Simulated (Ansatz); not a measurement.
# OPt: the cost of one run

Computed with Ansatz 0.2.0 (the levels named in each step, unless a step's input says otherwise).

## (1) The system as given

Bond lengths: O1–Pt2 1.748 Å.

Structure file:

```xyz
2

O     0.0000    0.0000    0.0000
Pt    0.0000    0.0000    1.7484
```

## (2) A rough first relaxation, PBE-D4/def2-SVP

This run stands in another session on the same molecule. It ended at:

```xyz
2

O     0.0000    0.0000    0.0022
Pt    0.0000    0.0000    1.7462
```

## (3) Relaxation, PBE0-D4/def2-TZVPP

This run stands in another session on the same molecule. It ended at:

```xyz
2

O     0.0000    0.0000    0.0169
Pt    0.0000    0.0000    1.7315
```

## (4) Frequencies, PBE0-D4/def2-TZVPP

The input, input.yaml:

```yaml
crystal:
  periodic: [false, false, false]
  atoms:
    - { symbol: O, position_ang: [0.0, 0.0, 0.0168855] }
    - { symbol: Pt, position_ang: [0.0, 0.0, 1.7314845] }
magnetization:
  spin_polarized: true
  initial_magnetization: 2
basis:
  gaussian: { orbitals: def2-TZVPP }
hamiltonian:
  xc: pbe0
  dispersion: d4
phonons: {}
```

The run is started by

```sh
$ ansatz run input.yaml --threads 2 --pin off --max-ram 5120MiB --backend cpu --events-out ev --progress --plain --runs-dir out
```

What time and memory should one allow on 2 threads of AMD EPYC (Zen 3), shared host?

About 60 s, with a peak of 0.16 GiB.
